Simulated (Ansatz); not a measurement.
# ZrC: single points about a listed cell

Aim: see how energy, forces, stress and gap of ZrC answer to moves of single atoms, random distortions, swapped elements, other functionals. Nothing is relaxed unless a step says so.

Method: DFT PBEsol, scalar-relativistic, plane waves, PAW, unless a step's input says otherwise, in Ansatz 0.2.0.

1 further run of the same task is left out (set aside as unsound or not needed).

## (1) The structure to begin with

The structure is cubic, space group Fm-3m (No. 225). The conventional cell has a = 4.700 Å, b = 4.700 Å, c = 4.700 Å, α = 90.00°, β = 90.00°, γ = 90.00°. Zr (site symmetry m-3m) has 6 C at 2.35 Å as nearest neighbours. C (site symmetry m-3m) has 6 Zr at 2.35 Å as nearest neighbours.

As a file:

```cif
data_structure
_symmetry_space_group_name_H-M 'Fm-3m'
_symmetry_Int_Tables_number 225
_cell_length_a 4.7004
_cell_length_b 4.7004
_cell_length_c 4.7004
_cell_angle_alpha 90.000
_cell_angle_beta 90.000
_cell_angle_gamma 90.000
_cell_volume 103.85
loop_
_atom_site_label
_atom_site_type_symbol
_atom_site_symmetry_multiplicity
_atom_site_Wyckoff_symbol
_atom_site_fract_x
_atom_site_fract_y
_atom_site_fract_z
_atom_site_occupancy
Zr1 Zr 4 b 0.50000 0.00000 0.00000 1
C1 C 4 a 0.00000 0.00000 0.00000 1
```

The structure comes from the Crystallography Open Database.

## (2) One atom moved

The change: atom 1 (Zr) moved by 0.23 Å.

Contents of input.yaml:

```yaml
crystal:
  lattice:
    - [0.0, 2.35021, 2.35021]
    - [2.35021, 0.0, 2.35021]
    - [2.35021, 2.35021, 0.0]
  atoms:
    - { symbol: Zr, position: [0.4824526319, 0.4806570477, 0.5809076636] }
    - { symbol: C, position: [0.0, 0.0, 0.0] }
basis:
  ecutwfc: 420
kpoints:
  mp_grid: { grid: [14, 14, 14] }
hamiltonian:
  xc: pbesol
scf:
  occupations: { method: gaussian, width: 0.1 }
output:
  forces: true
  stress: true
  eigenvalues: true
```

## (3) A random distortion, cell strained

Contents of input.yaml:

```yaml
crystal:
  lattice:
    - [-0.0129966613, 2.4845009994, 2.4870392262]
    - [2.4358281503, 0.0016921512, 2.4723504137]
    - [2.4273908964, 2.461374933, 0.0101294051]
  atoms:
    - { symbol: Zr, position: [0.4926900149, 0.5047272371, 0.5077652635] }
    - { symbol: C, position: [0.0073099851, -0.0047272371, -0.0077652635] }
basis:
  ecutwfc: 420
kpoints:
  mp_grid: { grid: [14, 14, 14] }
hamiltonian:
  xc: pbesol
scf:
  occupations: { method: gaussian, width: 0.1 }
output:
  forces: true
  stress: true
  eigenvalues: true
```

## (4) Substitution of an element: Zr → Rh, first probe

Contents of input.yaml:

```yaml
crystal:
  lattice:
    - [0.0, 2.1666550409, 2.1666550409]
    - [2.1666550409, 0.0, 2.1666550409]
    - [2.1666550409, 2.1666550409, 0.0]
  atoms:
    - { symbol: Rh, position: [0.5, 0.5, 0.5] }
    - { symbol: C, position: [0.0, 0.0, 0.0] }
basis:
  ecutwfc: 420
kpoints:
  mp_grid: { grid: [8, 8, 8] }
hamiltonian:
  xc: pbesol
scf:
  occupations: { method: gaussian, width: 0.1 }
output:
  forces: true
  stress: true
  eigenvalues: true
```

## (5) One element swapped: Zr → Rh

input.yaml, as its differences from that of step 4:

```diff
@@ -11,3 +11,3 @@
 kpoints:
-  mp_grid: { grid: [8, 8, 8] }
+  mp_grid: { grid: [16, 16, 16] }
 hamiltonian:
@@ -20 +20,2 @@
   eigenvalues: true
+  populations: true
```

## (6) Substitution of an element, cell strained: C → Pb, first probe

Contents of input.yaml:

```yaml
crystal:
  lattice:
    - [0.0, 2.8423469703, 2.8423469703]
    - [2.8423469703, 0.0, 2.8423469703]
    - [2.8423469703, 2.8423469703, 0.0]
  atoms:
    - { symbol: Zr, position: [0.5, 0.5, 0.5] }
    - { symbol: Pb, position: [0.0, 0.0, 0.0] }
basis:
  ecutwfc: 420
kpoints:
  mp_grid: { grid: [6, 6, 6] }
hamiltonian:
  xc: pbesol
scf:
  occupations: { method: gaussian, width: 0.1 }
output:
  forces: true
  stress: true
  eigenvalues: true
```

## (7) Substitution of an element, cell strained: C → Pb

input.yaml, as its differences from that of step 6:

```diff
@@ -11,3 +11,3 @@
 kpoints:
-  mp_grid: { grid: [6, 6, 6] }
+  mp_grid: { grid: [12, 12, 12] }
 hamiltonian:
```

## (8) One atom moved

Contents of input.yaml:

```yaml
crystal:
  lattice:
    - [0.0, 2.35021, 2.35021]
    - [2.35021, 0.0, 2.35021]
    - [2.35021, 2.35021, 0.0]
  atoms:
    - { symbol: Zr, position: [0.3961156663, 0.4638840784, 0.5277890061] }
    - { symbol: C, position: [0.0, 0.0, 0.0] }
basis:
  ecutwfc: 420
kpoints:
  mp_grid: { grid: [14, 14, 14] }
hamiltonian:
  xc: pbesol
scf:
  occupations: { method: gaussian, width: 0.1 }
output:
  forces: true
  stress: true
  eigenvalues: true
```

## (9) Functional and cell changed: PBE

Contents of input.yaml:

```yaml
crystal:
  lattice:
    - [0.0, 2.391808717, 2.391808717]
    - [2.391808717, 0.0, 2.391808717]
    - [2.391808717, 2.391808717, 0.0]
  atoms:
    - { symbol: Zr, position: [0.5, 0.5, 0.5] }
    - { symbol: C, position: [0.0, 0.0, 0.0] }
basis:
  ecutwfc: 420
kpoints:
  mp_grid: { grid: [16, 16, 16] }
hamiltonian:
  xc: pbe
scf:
  occupations: { method: gaussian, width: 0.1 }
output:
  forces: true
  stress: true
  eigenvalues: true
```

Q: Predict the outcome of this session. Wanted: for each run, case; energy; pressure; largest force.

As calculated:

```
step                                               case  energy (meV/atom)  pressure (GPa)  largest force (eV/Å)  gap on the mesh (eV)
   2                                     one atom moved               +0.0            -0.7                  1.40                  0.00
   3                 a random distortion, cell strained             +134.4           -26.8                  0.23                  0.00
   5                       one element swapped: Zr → Rh                n/a            -8.3                  0.00                  0.00
   7  substitution of an element, cell strained: C → Pb                n/a            10.7                  0.00                  0.00
   8                                     one atom moved             +181.8             6.9                  3.26                  0.06
   9                   functional and cell changed: PBE                n/a            -9.6                  0.00                  0.00
```

Energies are counted from step 2, with the smearing taken to zero. Other atoms or functionals have another zero of energy (n/a). A gap of 0.00 means none on the mesh at this level.

**Reading.** Among the distorted cells of the listed formula and level the largest force, 3.26 eV/Å, comes in step 8, shared by 2 atoms. Among the distorted cells of the listed formula and level the gap runs from none (metal) to 0.06 eV. Spin-orbit coupling is left out, which matters for the bands of Pb.

Counted by bands, a gap of 0.04 eV stays open on the mesh in one run that reads as metallic: the smearing reaches across it.
